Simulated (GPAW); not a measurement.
ZnInGaO4, 7 atoms in the cell. Symmetry: R3m, No. 160, trigonal system. The conventional cell has a = 3.361 Å, b = 3.361 Å, c = 26.140 Å, α = 90.00°, β = 90.00°, γ = 120.00°. In (site symmetry 3m) is surrounded by 6 O at 2.22 to 2.23 Å. Ga (site symmetry 3m) has 5 O at 1.94 to 2.00 Å as nearest neighbours. Zn (site symmetry 3m) has 4 O at 2.01 to 2.02 Å as nearest neighbours. Around O (site symmetry 3m) lie 1 Ga at 2.00 Å and 3 Zn at 2.02 Å. Around O (site symmetry 3m) lie 3 Ga at 1.94 Å. Around O (site symmetry 3m) lie 1 Ga at 1.98 Å and 3 In at 2.23 Å. Around O (site symmetry 3m) lie 1 Zn at 2.01 Å and 3 In at 2.22 Å. The cell comes from a database or a generator and needn't be the stable form of this composition.

- Program: GPAW 26.7.0
- Task: single point
- Functional: PBE
- Potentials or basis: GPAW PAW data sets (gpaw-data 1.2.1)
- Cutoff: 600 eV
- Basis: pw
- k mesh: 6 × 6 × 6
- Occupations: fermi-dirac, width 0.05 eV
- Spin: no spin polarisation
- Maxiter: 120
- Convergence: default

Potentials or basis: GPAW PAW data sets (gpaw-data 1.2.1), pw.

Command:

```console
$ OMP_NUM_THREADS=1 python run.py
```

Hardware: 1 thread of Arm Neoverse V2, on a shared host.

Q: How long does it take, and how much memory?

A: Run time: 7.2 min on 1 thread of Arm Neoverse V2, with other jobs on the host, peak memory 0.61 GiB. Counts: scf iterations 11, plane waves 2878, bands 44, k points 32.
